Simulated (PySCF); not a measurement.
**Si2H5ClO (SMILES O[SiH2][SiH2]Cl): levels of theory compared**

Aim: a comparison of 6 runs (HF/def2-SVP, B3LYP/6-31G*, PBE0/def2-SVP, wB97X/6-311G**, MP2/aug-cc-pVDZ) of Si2H5ClO. The job is set up through a Python script.

Program for the calculation: PySCF 2.14.0.

1 further run of the same task is left out (set aside as unsound or not needed).

## (1) The molecule

The species is Si2H5ClO (9 atoms), meant as a singlet with charge 0. As SMILES, `O[SiH2][SiH2]Cl`. The coordinates come from a PBE0-D4/def2-TZVP relaxation. This is one conformer, not always the lowest.

Bond lengths: O1–Si2 1.649 Å, Si2–Si3 2.349 Å, Si3–Cl4 2.078 Å, O1–H5 0.960 Å, Si2–H6 1.483 Å, Si2–H7 1.490 Å, Si3–H8 1.485 Å, Si3–H9 1.485 Å. Some angles: O1–Si2–Si3 108.5°, Si2–Si3–Cl4 104.0°, O1–Si2–H6 106.8°, O1–Si2–H7 112.2°, Si3–Si2–H6 112.3°, Si3–Si2–H7 108.1°, Si2–O1–H5 116.5°, Si2–Si3–H8 114.2°, Si2–Si3–H9 114.4°, Cl4–Si3–H8 107.0°.

## (2) Energy and forces at HF/def2-SVP (run 1)

run.py reads:

```python
# O[SiH2][SiH2]Cl
from pyscf import gto

molecule = gto.M(
    atom='''
O     -1.940600     0.469000    -0.094400
Si    -0.430800     0.947000     0.365300
Si     1.118900    -0.645500    -0.395400
Cl     0.206900    -2.468800     0.006900
H     -2.152000    -0.459100     0.028600
H     -0.204500     2.284700    -0.234700
H     -0.300400     1.050600     1.846400
H      1.369800    -0.599200    -1.858100
H      2.421200    -0.625100     0.318400
''',
    basis='def2-svp',
    max_memory=1860,
    verbose=4,
)

calc0 = molecule.RHF()
calc0.conv_tol = 1e-10
calc0.kernel()
if not calc0.converged:
    calc0 = calc0.newton().run(calc0.mo_coeff, calc0.mo_occ)

etot = calc0.e_tot
print(f'total energy: {etot:.8f} hartree')
grad = calc0.nuc_grad_method().kernel()
calc0.analyze()
```

Command:

```
$ OMP_NUM_THREADS=1 python run.py
```

Standard output:

```text
PySCF version 2.14.0

[... 64 lines left out ...]
total energy: -1114.83239929 hartree
[... 22 lines left out ...]
MO #3   energy= -68.7872704639011  occ= 2
[... 8 lines left out ...]
MO #12  energy= -4.27551523255435  occ= 2
[... 8 lines left out ...]
MO #21  energy= -0.636166735401049 occ= 2
[... 8 lines left out ...]
MO #30  energy= 0.101631209528363  occ= 0
[... 8 lines left out ...]
MO #39  energy= 0.406572877504412  occ= 0
[... 8 lines left out ...]
MO #48  energy= 0.679458947776912  occ= 0
[... 8 lines left out ...]
MO #57  energy= 0.953388242550634  occ= 0
[... 8 lines left out ...]
MO #66  energy= 1.24129574848953   occ= 0
[... 8 lines left out ...]
MO #75  energy= 1.70197299794684   occ= 0
[... 8 lines left out ...]
MO #84  energy= 2.30217782222683   occ= 0
[... 8 lines left out ...]
MO #93  energy= 4.09543008249329   occ= 0
[... 66 lines left out ...]
pop of  3 Cl 3dyz         0.00230
pop of  3 Cl 3dz^2        0.00213
pop of  3 Cl 3dxz         0.00051
pop of  3 Cl 3dx2-y2      0.00353
pop of  4 H 1s            0.64625
pop of  4 H 2s            0.01415
pop of  4 H 2px           0.00156
pop of  4 H 2py           0.00229
pop of  4 H 2pz           0.00151
pop of  5 H 1s            1.13092
pop of  5 H 2s            0.00299
pop of  5 H 2px           0.00012
pop of  5 H 2py           0.00412
pop of  5 H 2pz           0.00089
pop of  6 H 1s            1.14793
pop of  6 H 2s            0.00326
pop of  6 H 2px           0.00012
pop of  6 H 2py           0.00010
pop of  6 H 2pz           0.00496
pop of  7 H 1s            1.11407
pop of  7 H 2s            0.00327
pop of  7 H 2px           0.00020
pop of  7 H 2py           0.00010
pop of  7 H 2pz           0.00472
pop of  8 H 1s            1.11566
pop of  8 H 2s            0.00330
pop of  8 H 2px           0.00376
pop of  8 H 2py           0.00010
pop of  8 H 2pz           0.00118
 ** Mulliken atomic charges  **
charge of    0O =     -0.76373
charge of    1Si =      0.78545
charge of    2Si =      0.53264
charge of    3Cl =     -0.34686
charge of    4H =      0.33425
charge of    5H =     -0.13903
charge of    6H =     -0.15636
charge of    7H =     -0.12236
charge of    8H =     -0.12399
Dipole moment(X, Y, Z, Debye):  1.04571,  0.45147,  0.16851
```

It took 6.6 s on 1 thread of Arm Neoverse V1, shared host; peak memory 0.19 GiB.

## (3) Energy and gradient at B3LYP/6-31G(d) (spherical functions) (run 2)

run.py reads:

```python
import pyscf.grad
from pyscf import gto, dft

mol = gto.M(
    atom=[
    ('O', (-1.940600, 0.469000, -0.094400)),
    ('Si', (-0.430800, 0.947000, 0.365300)),
    ('Si', (1.118900, -0.645500, -0.395400)),
    ('Cl', (0.206900, -2.468800, 0.006900)),
    ('H', (-2.152000, -0.459100, 0.028600)),
    ('H', (-0.204500, 2.284700, -0.234700)),
    ('H', (-0.300400, 1.050600, 1.846400)),
    ('H', (1.369800, -0.599200, -1.858100)),
    ('H', (2.421200, -0.625100, 0.318400)),
],
    max_memory=1860,
    charge=0,
    basis='6-31g*',
    verbose=4,
)

calc0 = dft.RKS(mol, xc='b3lyp')
calc0.conv_tol = 1e-10
calc0.grids.level = 5
calc0.kernel()
if not calc0.converged:
    calc0 = calc0.newton().run(calc0.mo_coeff, calc0.mo_occ)

etot = calc0.e_tot
print('E = %.10f Eh' % etot)
grad = calc0.Gradients().kernel()
calc0.analyze()
```

Command:

```
$ OMP_NUM_THREADS=1 python run.py
```

Standard output:

```text
PySCF version 2.14.0

[... 95 lines left out ...]
Two-electron Energy =                  699.161331940050559
[... 9 lines left out ...]
MO #6   energy= -7.21684662972874  occ= 2
[... 7 lines left out ...]
MO #14  energy= -3.66344640212189  occ= 2
[... 7 lines left out ...]
MO #22  energy= -0.402857296265632 occ= 2
[... 7 lines left out ...]
MO #30  energy= -0.0368566328796112 occ= 0
[... 7 lines left out ...]
MO #38  energy= 0.168589613838191  occ= 0
[... 7 lines left out ...]
MO #46  energy= 0.423748137809537  occ= 0
[... 7 lines left out ...]
MO #54  energy= 0.657483281160371  occ= 0
[... 7 lines left out ...]
MO #62  energy= 0.932876976740937  occ= 0
[... 7 lines left out ...]
MO #70  energy= 1.18068819555519   occ= 0
[... 7 lines left out ...]
MO #78  energy= 2.58102746387983   occ= 0
[... 51 lines left out ...]
pop of  2 Si 3dx2-y2      0.00929
pop of  3 Cl 1s           2.00000
pop of  3 Cl 2s           1.99984
pop of  3 Cl 3s           1.86687
pop of  3 Cl 4s           0.00250
pop of  3 Cl 2px          1.99995
pop of  3 Cl 2py          1.99993
pop of  3 Cl 2pz          1.99995
pop of  3 Cl 3px          1.86216
pop of  3 Cl 3py          1.63551
pop of  3 Cl 3pz          1.92871
pop of  3 Cl 4px          0.00269
pop of  3 Cl 4py          0.00337
pop of  3 Cl 4pz          0.00185
pop of  3 Cl 3dxy         0.00376
pop of  3 Cl 3dyz         0.00173
pop of  3 Cl 3dz^2        0.00161
pop of  3 Cl 3dxz         0.00040
pop of  3 Cl 3dx2-y2      0.00282
pop of  4 H 1s            0.65028
pop of  4 H 2s            0.01413
pop of  5 H 1s            1.08932
pop of  5 H 2s            0.00313
pop of  6 H 1s            1.10979
pop of  6 H 2s            0.00373
pop of  7 H 1s            1.07543
pop of  7 H 2s            0.00346
pop of  8 H 1s            1.07619
pop of  8 H 2s            0.00355
 ** Mulliken atomic charges  **
charge of    0O =     -0.70683
charge of    1Si =      0.64901
charge of    2Si =      0.40049
charge of    3Cl =     -0.31365
charge of    4H =      0.33559
charge of    5H =     -0.09244
charge of    6H =     -0.11352
charge of    7H =     -0.07889
charge of    8H =     -0.07974
Dipole moment(X, Y, Z, Debye):  0.84076,  0.65628,  0.13437
```

Wall time 33 s (1 thread of Arm Neoverse V1, shared host); peak memory 0.77 GiB.

Runs 3 to 4 aren't shown in full; the table further down has their settings and results.

## (4) Energy and forces at wB97X/6-311G(d,p) (run 5)

start.xyz reads:

```xyz
9
ClH5OSi2
O     -1.940600     0.469000    -0.094400
Si    -0.430800     0.947000     0.365300
Si     1.118900    -0.645500    -0.395400
Cl     0.206900    -2.468800     0.006900
H     -2.152000    -0.459100     0.028600
H     -0.204500     2.284700    -0.234700
H     -0.300400     1.050600     1.846400
H      1.369800    -0.599200    -1.858100
H      2.421200    -0.625100     0.318400
```

job.py reads:

```python
# O[SiH2][SiH2]Cl
from pyscf import gto, dft

mol = gto.M(
    atom='start.xyz',
    basis='6-311g**',
    verbose=4,
    spin=0,
    max_memory=1860,
)

mf = dft.RKS(mol)
mf.xc = 'wb97x'
mf.grids.level = 5
mf.conv_tol = 1e-10
mf.kernel()
if not mf.converged:
    mf = mf.newton().run(mf.mo_coeff, mf.mo_occ)

e_tot = mf.e_tot
print('E(%s) = %.9f' % ('WB97X', e_tot))
grad = mf.nuc_grad_method().kernel()
mf.analyze()
```

Command:

```
$ OMP_NUM_THREADS=1 python job.py
```

Standard output:

```text
PySCF version 2.14.0

[... 78 lines left out ...]
converged SCF energy = -1117.5082141049
[... 27 lines left out ...]
MO #6   energy= -7.31637779627842  occ= 2
[... 11 lines left out ...]
MO #18  energy= -0.96485527195363  occ= 2
[... 11 lines left out ...]
MO #30  energy= 0.0352170309591233 occ= 0
[... 11 lines left out ...]
MO #42  energy= 0.261461212758155  occ= 0
[... 11 lines left out ...]
MO #54  energy= 0.591573379850416  occ= 0
[... 11 lines left out ...]
MO #66  energy= 0.980254959833137  occ= 0
[... 11 lines left out ...]
MO #78  energy= 1.40225068710884   occ= 0
[... 11 lines left out ...]
MO #90  energy= 1.98831864447705   occ= 0
[... 11 lines left out ...]
MO #102 energy= 2.73815900414519   occ= 0
[... 11 lines left out ...]
MO #114 energy= 11.3708411733919   occ= 0
[... 11 lines left out ...]
MO #126 energy= 215.470137730358   occ= 0
[... 99 lines left out ...]
pop of  4 H 2s            0.00712
pop of  4 H 3s            0.00658
pop of  4 H 2px           0.00148
pop of  4 H 2py           0.00138
pop of  4 H 2pz           0.00179
pop of  5 H 1s            1.08375
pop of  5 H 2s            0.00313
pop of  5 H 3s            0.00088
pop of  5 H 2px           0.00011
pop of  5 H 2py           0.00367
pop of  5 H 2pz           0.00082
pop of  6 H 1s            1.10501
pop of  6 H 2s            0.00362
pop of  6 H 3s            0.00157
pop of  6 H 2px           0.00015
pop of  6 H 2py           0.00011
pop of  6 H 2pz           0.00456
pop of  7 H 1s            1.06906
pop of  7 H 2s            0.00370
pop of  7 H 3s            0.00072
pop of  7 H 2px           0.00021
pop of  7 H 2py           0.00011
pop of  7 H 2pz           0.00412
pop of  8 H 1s            1.06952
pop of  8 H 2s            0.00371
pop of  8 H 3s            0.00086
pop of  8 H 2px           0.00333
pop of  8 H 2py           0.00010
pop of  8 H 2pz           0.00104
 ** Mulliken atomic charges  **
charge of    0O =     -0.72530
charge of    1Si =      0.65850
charge of    2Si =      0.39929
charge of    3Cl =     -0.31398
charge of    4H =      0.34534
charge of    5H =     -0.09236
charge of    6H =     -0.11501
charge of    7H =     -0.07792
charge of    8H =     -0.07856
Dipole moment(X, Y, Z, Debye):  1.06328,  0.85925,  0.12998
```

It took 80 s on 1 thread of Arm Neoverse V1, shared host; peak memory 1.3 GiB.

## (5) Energy and forces at MP2/aug-cc-pVDZ (run 6)

calc.py reads:

```python
# O[SiH2][SiH2]Cl
from pyscf import gto, mp

system = gto.M(
    atom='''
O     -3.667203     0.886282    -0.178390
Si    -0.814094     1.789571     0.690317
Si     2.114415    -1.219818    -0.747198
Cl     0.390984    -4.665356     0.013039
H     -4.066691    -0.867573     0.054046
H     -0.386449     4.317457    -0.443519
H     -0.567674     1.985346     3.489190
H      2.588547    -1.132324    -3.511300
H      4.575405    -1.181268     0.601689
''',
    max_memory=1860,
    spin=0,
    verbose=3,
    unit='bohr',
    basis='aug-cc-pvdz',
)

myscf = system.RHF()
myscf.conv_tol = 1e-10
myscf.kernel()
if not myscf.converged:
    myscf = myscf.newton().run(myscf.mo_coeff, myscf.mo_occ)

pt = mp.MP2(myscf, frozen=16).run()
e_final = pt.e_tot
print(f'total energy: {e_final:.8f} hartree')
grad = pt.nuc_grad_method().kernel()
dip = myscf.dip_moment()
pop, q = myscf.mulliken_pop()
```

Command:

```
$ OMP_NUM_THREADS=1 python calc.py
```

Standard output:

```text
converged SCF energy = -1115.24167064029
[... 2 lines left out ...]
total energy: -1115.79713000 hartree
[... 8 lines left out ...]
Dipole moment(X, Y, Z, Debye):  1.02793,  0.53823,  0.15488
[... 120 lines left out ...]
pop of  5 H 3px           0.00197
pop of  5 H 3py           0.01663
pop of  5 H 3pz           0.00027
pop of  6 H 1s            0.73445
pop of  6 H 2s            0.19009
pop of  6 H 3s            0.01555
pop of  6 H 2px           0.00058
pop of  6 H 2py           0.00087
pop of  6 H 2pz           0.01079
pop of  6 H 3px           0.00280
pop of  6 H 3py          -0.00010
pop of  6 H 3pz           0.01756
pop of  7 H 1s            0.72914
pop of  7 H 2s            0.20336
pop of  7 H 3s            0.01346
pop of  7 H 2px           0.00113
pop of  7 H 2py           0.00055
pop of  7 H 2pz           0.01113
pop of  7 H 3px           0.00767
pop of  7 H 3py           0.00384
pop of  7 H 3pz           0.01166
pop of  8 H 1s            0.72875
pop of  8 H 2s            0.20608
pop of  8 H 3s            0.01219
pop of  8 H 2px           0.00915
pop of  8 H 2py           0.00057
pop of  8 H 2pz           0.00308
pop of  8 H 3px           0.01740
pop of  8 H 3py           0.00205
pop of  8 H 3pz          -0.00073
 ** Mulliken atomic charges  **
charge of    0O =     -0.94689
charge of    1Si =      0.82763
charge of    2Si =      0.45359
charge of    3Cl =     -0.59773
charge of    4H =      0.17682
charge of    5H =      0.01964
charge of    6H =      0.02742
charge of    7H =      0.01806
charge of    8H =      0.02146
```

It took 69 s on 1 thread of Arm Neoverse V1, shared host; peak memory 1.8 GiB.

## (6) Overview of the runs

| run | level | integration grid | Cartesian functions | energy (Eh) | dipole moment (D) of the reference | HOMO energy (eV) | LUMO energy (eV) | wall time |
| --- | --- | --- | --- | --- | --- | --- | --- | --- |
| 1 | HF/def2-SVP | – | no | -1114.832399 | 1.15 | -10.81 | 2.77 | 6.6 s |
| 2 | B3LYP/6-31G* (spherical functions) | 5 | no | -1117.479637 | 1.08 | -7.64 | -1.00 | 33 s |
| 3 | B3LYP/6-31G* (Cartesian functions) | 5 | yes | -1117.487697 | 1.08 | -7.64 | -1.01 | 34 s |
| 4 | PBE0/def2-SVP | 5 | no | -1116.624030 | 0.78 | -7.86 | -0.68 | 34 s |
| 5 | wB97X/6-311G** | 5 | no | -1117.508214 | 1.37 | -10.34 | 0.96 | 80 s |
| 6 | MP2/aug-cc-pVDZ | – | no | -1115.797130 | 1.17 | -10.81 | 1.08 | 69 s |

## (7) What came out

| quantity | value |
| --- | --- |
| run 6: total energy | -1115.79713 Eh |
| run 6: dipole moment (Hartree–Fock density) | 1.17 D |
| run 6: HOMO energy (Hartree–Fock orbitals) | -10.81 eV |
| run 6: LUMO energy (Hartree–Fock orbitals) | 1.08 eV |
| run 6: HOMO–LUMO gap (Hartree–Fock orbitals) | 11.90 eV |
| run 6: correlation energy (16 core orbitals frozen) | -555.5 mEh |
| run 6: largest force on an atom | 1.670 eV/Å |

What this shows: Over runs 1, 2, 3, 4, 5 the dipole moment (its size) runs from 0.78 D (PBE0/def2-SVP) to 1.37 D (wB97X/6-311G**). The two ends differ in method and basis. Over runs 1, 2, 3, 4, 5 the HOMO–LUMO gap runs from 6.62 eV (B3LYP/6-31G*) to 13.58 eV (HF/def2-SVP). Totals of different functionals can't be ranked against each other. All runs together took 4.3 min, the longest 80 s.
